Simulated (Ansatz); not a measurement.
**MoO2 (singlet): from Hartree-Fock to the top rungs at a displaced geometry (v2), def2-SVP**

The task here is to estimate one member of a computed series from the others.

Computed with Ansatz 0.2.0, Gaussian basis. Level: def2-SVP, core rule «outside noble gas», up to 6 orbitals frozen.

The runs, in order: UHF; CCSD(T) on RHF; CCSD(T) on UHF; CISD; CCSDT(Q) on RHF; CASSCF and NEVPT2, 8 electrons in 8 orbitals.

4 further runs of the same task are left out: 1 that didn't finish, 3 set aside as unsound or not needed.

## The geometry

The geometry is a PBE0/def2-TZVP stationary point (not a proven minimum) with its atoms shifted at random (size 0.100 Å). No spin-orbit coupling is included. Elements past krypton take def2 core potentials.

3 atoms, charge 0, spin multiplicity 1.

Atoms are counted from 1 here; the program's logs count them from 0.

Bond lengths: Mo1–O2 1.667 Å, Mo1–O3 1.653 Å. Angles: O2–Mo1–O3 104.4°.

Set-up of the first run:

in.yaml

```yaml
crystal:
  periodic: [false, false, false]
  atoms:
    - {symbol: Mo, position_ang: [0.031655, -0.252366, -0.001877]}
    - {symbol: O, position_ang: [-0.133219, 0.772864, -1.305814]}
    - {symbol: O, position_ang: [-0.056599, 0.740440, 1.317068]}
basis:
  gaussian: {orbitals: def2-SVP}
magnetization: {spin_polarized: true, initial_magnetization: 0}
hamiltonian: {xc: hf}
output: {orbitals: {seedname: orbitals}}
```

The run is started by

```console
> ansatz run in.yaml --threads 1 --pin off --events-out ev --progress --plain --max-ram 2393MiB
```

Steps of the session up to this table: UHF; CCSD(T) on RHF; CCSD(T) on UHF; CISD; CCSDT(Q) on RHF; CASSCF and NEVPT2, 8 electrons in 8 orbitals.

One of the session's tables, all rows but one given; the rest of the session is left out.

| method | from RCCSDT(Q) (meV) |
| --- | --- |
| RHF | ? |
| UHF | +16351.6 |
| RMP2 | +74.9 |
| UMP2 | -254.7 |
| RCCSD | +1352.6 |
| UCCSD | +1020.8 |
| RCCSD(T) | +111.4 |
| UCCSD(T) | -30.8 |
| RCCSDT | +166.9 |
| RCCSDT(Q) | 0 |

**Question.** Estimate the row for RHF.

The run gave: from RCCSDT(Q) (meV): +17318.7. In the column «from RCCSDT(Q) (meV)» it is the highest.

Not comparable, so not listed: CISD (they don't share determinant, frozen orbitals or solution with the rows shown, or repeat one).

Left out of the table: CASSCF frontier, NEVPT2 frontier (the active space lost an orbital or holds another state than full CI finds).

To keep in mind: The determinant is far from a pure spin state, so its energy mixes those of several spin states (harmless only where they are near-degenerate, as at dissociation). The program flags UCCSD(T) as in doubt, so those rows may rest on another solution; read them beside their warnings. Warnings: restricted reference is unstable; spin contamination; large T1 diagnostic. Restricted and unrestricted rows rest on different reference determinants; where their highest levels disagree by more than a few hundredths of an eV, they describe different states and don't form one ladder. Warnings in the runs' records: passed over end.
